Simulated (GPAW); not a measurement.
# NbTe (P-6m2) in GPAW: notebook

One crystal, NbTe, is run at these levels: PBE+U, LDA; tasks: single point.

All numbers are computed with GPAW 26.7.0; they aren't measurements. Logs are shortened: lines on timing, memory, paths and dates and some standing lists are left out, and cuts for length are marked. The log counts tension as positive stress, the text compression.

### 1 The structure

It takes space group P-6m2 (No. 187, hexagonal). Conventional cell: a = 3.703 Å, b = 3.703 Å, c = 3.694 Å, α = 90.00°, β = 90.00°, γ = 120.00°. Te (site symmetry -6m2) has 6 Nb at 2.83 Å as nearest neighbours. Nb (site symmetry -6m2) is surrounded by 6 Te at 2.83 Å.

The cell comes from a database or a generator and needn't be the stable form of this composition.

### 2 Single point, PBE+U

The input, run.py:

```python
from ase.dft.bandgap import bandgap
from ase.io import read, write
from ase.units import GPa
from gpaw import GPAW, PW

atoms = read('POSCAR')

calc = GPAW(mode=PW(450),
            xc='PBE',
            kpts={'size': (7, 7, 6), 'gamma': True},
            occupations={'name': 'fermi-dirac', 'width': 0.05},
            setups={'Nb': ':d,7.0'},
            nbands=20,
            maxiter=120,
            txt='gpaw.txt')
atoms.calc = calc
energy = atoms.get_potential_energy()
forces = atoms.get_forces()
stress = atoms.get_stress()
calc.write('gs.gpw')
write('result.traj', atoms)
print(f'Energy: {energy:.6f} eV')
print('Forces (eV/A):')
print(forces.round(4))
print('Stress (GPa):', (stress / GPa).round(3))
print('Fermi level:', round(calc.get_fermi_level(), 4), 'eV')
print(f'Gap: {bandgap(calc)[0]:.4f} eV, direct: {bandgap(calc, direct=True)[0]:.4f} eV')
```

The input, POSCAR:

```
NbTe
1.0
    3.7029743866      0.0000000000      0.0000000000
   -1.8514871933      3.2068698884      0.0000000000
    0.0000000000      0.0000000000      3.6942110000
Te Nb
1 1
Direct
    0.6666666667      0.3333333333      0.0000000000
    0.0000000000      0.0000000000      0.5000000000
```

Potentials or basis: GPAW PAW data sets (gpaw-data 1.2.1), pw.

On the command line:

```
$ OMP_NUM_THREADS=1 python run.py
```

gpaw.txt:

```text
__  _  _
 | _ |_)|_||  |
 |__||  | ||/\| - 26.7.0

Input parameters:
  mode=PW(ecut=450.00000000000006),
  kpts=MonkhorstPack(size=(7, 7, 6), gamma=True),
  maxiter=120,
  nbands=20,
  occupations=Occupations(name='fermi-dirac', width=0.05),
  setups={'Nb': ':d,7.0'},
  xc=XC(name='PBE')

Diagonalizing LCAO Hamiltonian
Converting LCAO to pw mode

       Nb

            Te

Atoms  # Å, Bohr magnetons
|   | symbol |        x |        y |        z |    initial magnetic moments |
|---|--------|----------|----------|----------|-----------------------------|
| 0 |     Te | 1.851487 | 1.068957 | 0.000000 | ( 0.0000,  0.0000,  0.0000) |
| 1 |     Nb | 0.000000 | 0.000000 | 1.847106 | ( 0.0000,  0.0000,  0.0000) |

Unit cell  # Å
| periodic |         x |        y |        z |  lengths |     angles |
|----------|-----------|----------|----------|----------|------------|
|      yes |  3.702974 | 0.000000 | 0.000000 | 3.702974 |  90.000000 |
|      yes | -1.851487 | 3.206870 | 0.000000 | 3.702974 |  90.000000 |
|      yes |  0.000000 | 0.000000 | 3.694211 | 3.694211 | 120.000000 |

Number of symmetries: 12
Symmetry operations  # r_c * U_cc + t_c -> r_c
|    | kind |            matrix            |
|----|------|------------------------------|
|  0 |  σ   |  1, 1, 0,  0,-1, 0,  0, 0, 1 |
|  1 |  C2  |  1, 1, 0,  0,-1, 0,  0, 0,-1 |
|  2 |  E   |  1, 0, 0,  0, 1, 0,  0, 0, 1 |
|  3 |  σ   |  1, 0, 0,  0, 1, 0,  0, 0,-1 |
|  4 |  C3  |  0, 1, 0, -1,-1, 0,  0, 0, 1 |
|  5 |  S3  |  0, 1, 0, -1,-1, 0,  0, 0,-1 |
|  6 |  σ   |  0,-1, 0, -1, 0, 0,  0, 0, 1 |
|  7 |  C2  |  0,-1, 0, -1, 0, 0,  0, 0,-1 |
|  8 |  σ   | -1, 0, 0,  1, 1, 0,  0, 0, 1 |
|  9 |  C2  | -1, 0, 0,  1, 1, 0,  0, 0,-1 |
| 10 |  C3  | -1,-1, 0,  1, 0, 0,  0, 0, 1 |
| 11 |  S3  | -1,-1, 0,  1, 0, 0,  0, 0,-1 |

BZ-sampling:
  Number of BZ points: 294
  Number of IBZ points: 32

  Monkhorst-Pack size: [7, 7, 6]
  Monkhorst-Pack shift: [0.0, 0.0, 0.08333333333333333]

K-points  # in reciprocal-cell coordinates
|     |                                coordinates |     weight |
|-----|--------------------------------------------|------------|
|   0 | (  0.00000000,   0.00000000,   0.00000000) | 0.00340136 |
|   1 | (  0.00000000,   0.00000000,   0.16666667) | 0.00680272 |
|   2 | (  0.00000000,   0.00000000,   0.33333333) | 0.00680272 |
|   3 | (  0.00000000,   0.00000000,   0.50000000) | 0.00340136 |
|   4 | (  0.14285714,   0.00000000,   0.00000000) | 0.02040816 |
|   5 | (  0.14285714,   0.00000000,   0.16666667) | 0.04081633 |
|   6 | (  0.14285714,   0.00000000,   0.33333333) | 0.04081633 |
|   7 | (  0.14285714,   0.00000000,   0.50000000) | 0.02040816 |
|   8 | (  0.28571429,  -0.14285714,   0.00000000) | 0.02040816 |
|   9 | (  0.28571429,  -0.14285714,   0.16666667) | 0.04081633 |
| ... |                                            |            |
|  31 | (  0.42857143,   0.42857143,   0.50000000) | 0.02040816 |

Plane wave coefficients: 964
Cutoff: 450.00000000000006 eV

Spin-components: 1 (collinear spins)
Bands:           20
Projectors:      11
Spin-degeneracy: 2
Datatype:        complex128

Parallelization:
  kpt:    1
  domain: 1
  band:   1

Density:
  Valence electrons: 19.0
  Components: 1
  Grid points: [20 20 20]
  Charge: 0.0  # |e|

Potential:
  Grid points: [20 20 20]

species:
  Te:
    name:    Tellurium
    Z:       52.0
    valence: 6
    core:    46
    charge:  0.0  # [|e|]
    compensation charges:
      type: gauss
      rc: 0.36  # [Å]
      lmax: 2
    cutoffs:
      filter: 2.09  # [Å]
      core: 3.17  # [Å]
    projectors
    | kind |    occ | energy [eV] | rcut [Å] |
    |------|--------|-------------|----------|
    |   5s |  2.000 |     -15.089 |    1.180 |
    |   5p |  4.000 |      -5.955 |    1.196 |
    |    s |        |      12.123 |    1.180 |
    |    p |        |      21.256 |    1.196 |
    |    d |        |       0.000 |    1.238 |

    Using partial waves for Te as LCAO basis

  Nb:
    name:    Niobium
    Z:       41.0
    valence: 13
    core:    28
    charge:  0.0  # [|e|]
    Hubbard: {U: 7.0,  # eV
              l: 2,
              scale: True}
    compensation charges:
      type: gauss
      rc: 0.40  # [Å]
      lmax: 2
    cutoffs:
      filter: 2.35  # [Å]
      core: 1.51  # [Å]
    projectors
    | kind |    occ | energy [eV] | rcut [Å] |
    |------|--------|-------------|----------|
    |   4s |  2.000 |     -58.361 |    1.323 |
    |   5s |  1.000 |      -3.980 |    1.323 |
    |   4p |  6.000 |     -34.526 |    1.323 |
    |   5p |  0.000 |      -1.111 |    1.323 |
    |   4d |  4.000 |      -3.041 |    1.244 |
    |    d |        |      24.171 |    1.244 |

    Using partial waves for Nb as LCAO basis

Reference energy: -288696.831223  # eV

eigensolver:
  PPCG
  Converge bands: occupied
  niter=2

density mixing:
  MSR1-Mixer
  Pratt-step length: 0.05
  Maximum mixing coefficient: 0.75
  Old densities: 10
  SVD Regularization: 0.005
  Good broyden scale: 1.0
  Trust region scale: 1.0
  Backstep threshold: 4.0
  History deletion threshold: 6.0
  Fourier metric: weight=20.0, sigma=0.015

occupation numbers:
  Fermi-Dirac:
    width: 0.0500  # eV

poisson solver:
  ecut: 3600.0000000000005  # eV

xc functional:
  name: PBE with 2 nearest neighbor stencil

convergence criteria:
- Maximum [total energy] change in last 3 cyles: 0.0005 eV / valence electron
- Maximum integral of absolute [dens]ity change: 0.0001 electrons / valence electron
- Maximum integral of absolute [eigenst]ate change: 4e-08 eV^2 / valence electron
maximum number of iterations: 120

SCF iterations
|iter     | |      energy | eigst |  dens |
|---------|-|-------------|-------|-------|
|iter:   1| |   -6.549837 | +0.18 |       |
|iter:   2| |   -6.366201 | -2.15 | -1.01 |
|iter:   3| |   -5.788891 | -1.33 | -1.05 |
|iter:   4| |   -5.814585 | -3.12 | -1.62 |
|iter:   5| |   -5.848788 | -3.07 | -1.94 |
|iter:   6| |   -5.869427 | -3.56 | -2.36 |
|iter:   7| |   -5.877484 | -3.61 | -2.68 |
|iter:   8| |   -5.877616c| -4.95 | -3.23 |
|iter:   9| |   -5.877818c| -5.31 | -3.55 |
|iter:  10| |   -5.877681c| -5.84 | -3.31 |
|iter:  11| |   -5.877514c| -5.38 | -3.46 |
|iter:  12| |   -5.877491c| -5.78 | -3.86 |
|iter:  13| |   -5.877492c| -7.63c| -5.02c|

Converged in 13 steps
Energy contributions relative to reference atoms: (reference = -288696.831223)

Energy contributions:
  Kinetic:           5.804075
  Coulomb:          -8.924892
  Zero:              0.110974
  External:          0.000000
  Xc:               -2.861775
  Entropy:          -0.011747
  Spinorbit:         0.000000
  ----------------------------
  Free energy:      -5.883365
  Extrapolated:     -5.877492

dipole moment: (-3.961962, -13.349966, -15.666947)  # |e|*Ang

Fermi level: 11.234
Eigenvalues  # (at kpt = [0.000, 0.000, 0.000])
| band index |      eig [eV] | occ [0-2] |
|------------|---------------|-----------|
|          0 |       -45.487 |     2.000 |
|          1 |       -21.822 |     2.000 |
|          2 |       -21.375 |     2.000 |
|          3 |       -21.375 |     2.000 |
|          4 |        -3.228 |     2.000 |
|          5 |         7.951 |     2.000 |
[... 9 lines left out ...]
|         15 |        18.094 |     0.000 |
|         16 |        18.094 |     0.000 |
|        ... |               |           |
|         19 |        23.916 |     0.000 |

No gap
No difference between direct/indirect transitions

Forces  # eV/Ang
|       x |       y |       z |
|---------|---------|---------|
| 0.00000 | 0.00000 | 0.00000 |  # Te   0
| 0.00000 | 0.00000 | 0.00000 |  # Nb   1

Stress tensor  # eV/Ang^3
|         x |         y |         z |
|-----------|-----------|-----------|
| -0.010327 |  0.000000 |  0.000000 |
|  0.000000 | -0.010327 |  0.000000 |
|  0.000000 |  0.000000 | -0.034903 |

# Writing to gs.gpw (mode='')
```

Run time: 36 s. Hardware: 1 thread of AMD EPYC, shared host; peak memory 0.15 GiB.

What came out:

```yaml
Free_energy: -5.8834 eV
Pressure: 3.0 GPa
Band_gap_on_the_k_mesh: none (metal or under the smearing width)
```

Caveat: the cutoff is short for stress and forces, so pressures can be off by a GPa or more; U without spin polarisation on a metal has little footing; the U is typed as a test and isn't derived for this compound.

### 3 Single point, LDA

Edit run.py of step 2 so:

```diff
@@ -1,3 +1,4 @@
+from ase import Atoms
 from ase.dft.bandgap import bandgap
-from ase.io import read, write
+from ase.io import write
 from ase.units import GPa
@@ -5,9 +6,14 @@
 
-atoms = read('POSCAR')
+atoms = Atoms(['Te', 'Nb'],
+              cell=[[3.7029743866, 0.0, 0.0],
+                    [-1.8514871933, 3.2068698884, 0.0],
+                    [0.0, 0.0, 3.694211]],
+              scaled_positions=[[0.6666666667, 0.3333333333, 0.0],
+                                [0.0, 0.0, 0.5]],
+              pbc=True)
 
 calc = GPAW(mode=PW(450),
-            xc='PBE',
+            xc='LDA',
             kpts={'size': (7, 7, 6), 'gamma': True},
             occupations={'name': 'fermi-dirac', 'width': 0.05},
-            setups={'Nb': ':d,7.0'},
             nbands=20,
```

Potentials or basis: the program's PAW data sets (release 1.2.1) made for this functional, pw.

On the command line:

```
$ OMP_NUM_THREADS=1 python run.py
```

Run time: 8.4 s. Hardware: 1 thread of Arm Neoverse V2, shared host; peak memory 0.14 GiB.

The run converged. Its results:

```
Free energy            : -15.7261 eV
Pressure               : -8.7 GPa
Band gap on the k mesh : none (metal or under the smearing width)
```

Stress tensor (GPa, compression positive):
```
-8.18  0.00  0.00
 0.00 -8.18  0.00
 0.00  0.00 -9.65
```

Levels at points of the mesh, in eV from the Fermi level:
```csv
k point,band 8,band 9,band 10,band 11,band 12,band 13
"(0.00, 0.00, 0.00)",-2.95,-2.33,0.17,0.17,2.45,2.45
"(0.00, 0.00, 0.50)",-2.59,-0.92,-0.92,0.66,1.67,1.67
```

Caveat: the cutoff is short for stress and forces, so pressures can be off by a GPa or more. Spin-orbit coupling is left out, which matters for the levels of Te.
